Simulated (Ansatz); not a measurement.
**Al: straining the crystal, biaxial strain in the a-b plane**

An exercise on one series of results from a longer session: the logs are not shown, and one member is left open.

Method: DFT PBEsol+D3(BJ), scalar-relativistic, plane waves, PAW, in Ansatz 0.2.0.

2 further runs of the same task are left out: 2 set aside as unsound or not needed.

## Starting point

Symmetry: P6_3/mmc, No. 194, hexagonal system. The conventional cell has a = 2.801 Å, b = 2.801 Å, c = 9.193 Å, α = 90.00°, β = 90.00°, γ = 120.00°. Around Al (site symmetry -3m) lie 12 Al at 2.80 to 2.81 Å. Al (site symmetry -6m2) has 12 Al at 2.80 to 2.81 Å as nearest neighbours.

As a file:

```
Al
1.0
     2.80112    0.00000    0.00000
    -1.40056    2.42584    0.00000
     0.00000    0.00000    9.19283
Al
4
Direct
  0.00000 0.00000 0.00000
  0.33333 0.66667 0.25000
  0.00000 0.00000 0.50000
  0.66667 0.33333 0.75000
```

It goes back to an entry of the Materials Project, which need not be the stable form.

This cell was relaxed beforehand with the same method: volume 15.62 Å³/atom, gap on the mesh none (metal).

The unstrained cell was computed beforehand with the same settings: E(σ→0) = -2099.4604 eV for 4 atoms, gap none (metal).

The first run:

The input, input.yaml:

```yaml
crystal:
  lattice:
    - [2.7731070894, 0.0, 0.0]
    - [-1.3865535447, 2.4015811868, 0.0]
    - [0.0, 0.0, 9.2479851858]
  atoms:
    - { symbol: Al, position: [0.0, 0.0, 0.0] }
    - { symbol: Al, position: [0.3333333333, 0.6666666667, 0.25] }
    - { symbol: Al, position: [0.0, 0.0, 0.5] }
    - { symbol: Al, position: [0.6666666667, 0.3333333333, 0.75] }
basis:
  ecutwfc: 420
kpoints:
  mp_grid: { grid: [24, 24, 6] }
hamiltonian:
  xc: pbesol
  dispersion: d3bj
scf:
  occupations: { method: gaussian, width: 0.1 }
output:
  forces: true
  stress: true
  eigenvalues: true
relax:
  adjacent_minimum: "off"
  f_tol: 0.008
  max_steps: 40
  cell: { stress_tol: 0.015, fix: [a, b, gamma] }
```

Started as:

```console
$ ansatz run input.yaml --threads 1 --pin off --max-ram 2560MiB --backend cpu --events-out ev --progress --plain --runs-dir out
```

Among the steps run: At -1.0 %; Strain +1.0 %; At -2.0 %; At +2.0 %; Strain -3.0 %; At +3.0 %.

One table of the session follows, with a row left open; its other results are not shown here.

Lengths are those of the vectors of the cell that was run; stresses in GPa:

| strain (%) | ΔE (meV/atom) | a (Å) | b (Å) | c (Å) |
| --- | --- | --- | --- | --- |
| -3.0 | 17.6 | 2.717 | 2.717 | 9.414 |
| -2.0 | 7.4 | 2.745 | 2.745 | 9.301 |
| -1.0 | 1.4 | 2.773 | 2.773 | 9.259 |
| +0.0 | 0.0 | 2.801 | 2.801 | 9.193 |
| +1.0 | ? | ? | ? | ? |
| +2.0 | 7.3 | 2.857 | 2.857 | 9.062 |
| +3.0 | 14.2 | 2.885 | 2.885 | 8.971 |

**Question.** Estimate the row for strain (%) = +1.0.

Worked estimate for «ΔE (meV/atom)». A straight line through the neighbours (0.0, 0.0) and (2.0, 7.3) gives 0.0 + (7.3 − 0.0) × (1.0 − 0.0) / (2.0 − 0.0) = 3.6; a parabola fitted to 4 rows on both sides gives 2.3.

As computed: ΔE (meV/atom): 2.2; a (Å): 2.829; b (Å): 2.829; c (Å): 9.135. In «ΔE (meV/atom)» the line misses by +1.4 and the parabola by +0.1.

ΔE is over the unstrained cell. Stress in GPa, positive in compression, on the Cartesian axes of the input. 
